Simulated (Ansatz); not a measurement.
# CH5BOS: the cost of one run

All numbers below are computed with Ansatz 0.2.0 (RKS r2SCAN/cc-pVDZ).

1 further run of the same task is left out (it didn't finish).

## (1) Starting point

Bond lengths: B1–S2 1.748 Å, S2–C3 1.861 Å, C3–O4 1.379 Å, B1–H5 1.166 Å, B1–H6 1.166 Å, C3–H7 1.089 Å, C3–H8 1.095 Å, O4–H9 0.965 Å. Angles: B1–S2–C3 103.3°, S2–B1–H5 116.9°, S2–B1–H6 119.8°, H5–B1–H6 123.3°, S2–C3–O4 112.8°, S2–C3–H7 107.8°, S2–C3–H8 105.2°, O4–C3–H7 107.5°, O4–C3–H8 113.1°, H7–C3–H8 110.4°, C3–O4–H9 110.0°.

Structure file:

```xyz
9

B    -1.6389    0.6492    0.1598
S    -0.0160    1.2603   -0.0590
C     1.0484   -0.2362    0.2449
O     0.8934   -1.2064   -0.7227
H    -2.5133    1.4002   -0.0153
H    -1.8020   -0.4659    0.4598
H     0.7464   -0.6717    1.1967
H     2.0717    0.1477    0.3089
H     1.2103   -0.8773   -1.5732
```

## (2) Relaxing end A

input.yaml

```yaml
crystal:
  periodic: [false, false, false]
  atoms:
    - { symbol: B, position_ang: [-1.6389, 0.64923, 0.15981] }
    - { symbol: S, position_ang: [-0.01596, 1.26029, -0.05895] }
    - { symbol: C, position_ang: [1.04836, -0.23617, 0.24494] }
    - { symbol: O, position_ang: [0.89338, -1.20635, -0.72268] }
    - { symbol: H, position_ang: [-2.5133, 1.40021, -0.01534] }
    - { symbol: H, position_ang: [-1.80199, -0.46586, 0.45983] }
    - { symbol: H, position_ang: [0.74643, -0.67172, 1.19667] }
    - { symbol: H, position_ang: [2.07172, 0.14771, 0.30889] }
    - { symbol: H, position_ang: [1.21025, -0.87732, -1.57317] }
basis:
  gaussian: { orbitals: cc-pVDZ }
hamiltonian:
  xc: r2scan
relax:
  f_tol: 0.02
  max_steps: 50
output:
  orbitals: {}
```

Run with:

```sh
> ansatz run input.yaml --threads 2 --pin off --max-ram 3072MiB --backend cpu --events-out ev --progress --plain --runs-dir out
```

**Question.** How long does this run take on 2 threads of AMD EPYC 9R45 (Zen 5), shared host, and how much memory does it need?

About 11 s, with a peak of 0.18 GiB.
